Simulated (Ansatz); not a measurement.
# TaBr: the cost of one run

Method: DFT PBE, scalar-relativistic, plane waves, PAW, in Ansatz 0.2.0.

### Step 1. Starting point

Symmetry: F-43m, No. 216, cubic system. Conventional cell: a = 5.823 Å, b = 5.823 Å, c = 5.823 Å, α = 90.00°, β = 90.00°, γ = 90.00°. Ta (site symmetry -43m) has 4 Br at 2.52 Å as nearest neighbours. Br (site symmetry -43m) has 4 Ta at 2.52 Å as nearest neighbours.

As a file:

```
Ta Br
1.0
     0.00000    2.91139    2.91139
     2.91139    0.00000    2.91139
     2.91139    2.91139    0.00000
Ta Br
1 1
Cartesian
  1.4557 1.4557 1.4557
  2.9114 2.9114 2.9114
```

The cell was relaxed beforehand at this level, from a generated guess; it is a trial structure. At a tolerance of 0.05 Å it has space group F-43m (No. 216); it has 24.68 Å³/atom, an uncorrected energy of +1.50 eV/atom over the elements.

### Step 2. Bands, states and charges

Contents of input.yaml:

```yaml
crystal:
  lattice:
    - [0.0, 2.9113895154, 2.9113895154]
    - [2.9113895154, 0.0, 2.9113895154]
    - [2.9113895154, 2.9113895154, 0.0]
  atoms:
    - { symbol: Ta, position: [0.25, 0.25, 0.25] }
    - { symbol: Br, position: [0.5, 0.5, 0.5] }
basis:
  ecutwfc: 420
kpoints:
  mp_grid: { grid: [16, 16, 16] }
  band_path:
    path:
      - [[0.0, 0.0, 0.0], [-0.5, -0.5, 0.0], [-0.375, -0.375, 0.25]]
      - [[-0.375, 0.0, 0.375], [0.0, 0.0, 0.0], [0.0, 0.0, 0.5], [-0.5, -0.25, 0.25], [-0.5, -0.5, 0.0]]
    npoints: 14
hamiltonian:
  xc: pbe
scf:
  occupations: { method: gaussian, width: 0.1 }
  n_extra_bands: 6
output:
  forces: true
  stress: true
  eigenvalues: true
  populations: true
  dos: { projected: true, de: 0.02, nscf_kmesh: { grid: [20, 20, 20] } }
  bader: true
  write_density: true
  write_potential: true
  elf: true
  volumetric_format: npy
```

Launch:

```bash
ansatz run input.yaml --threads 1 --pin off --max-ram 2048MiB --backend cpu --events-out ev --progress --plain --runs-dir out
```

**Question.** How long does this run take on 1 thread of Arm Neoverse V1, shared host, and how much memory does it need?

About 52 s, with a peak of 0.4 GiB.
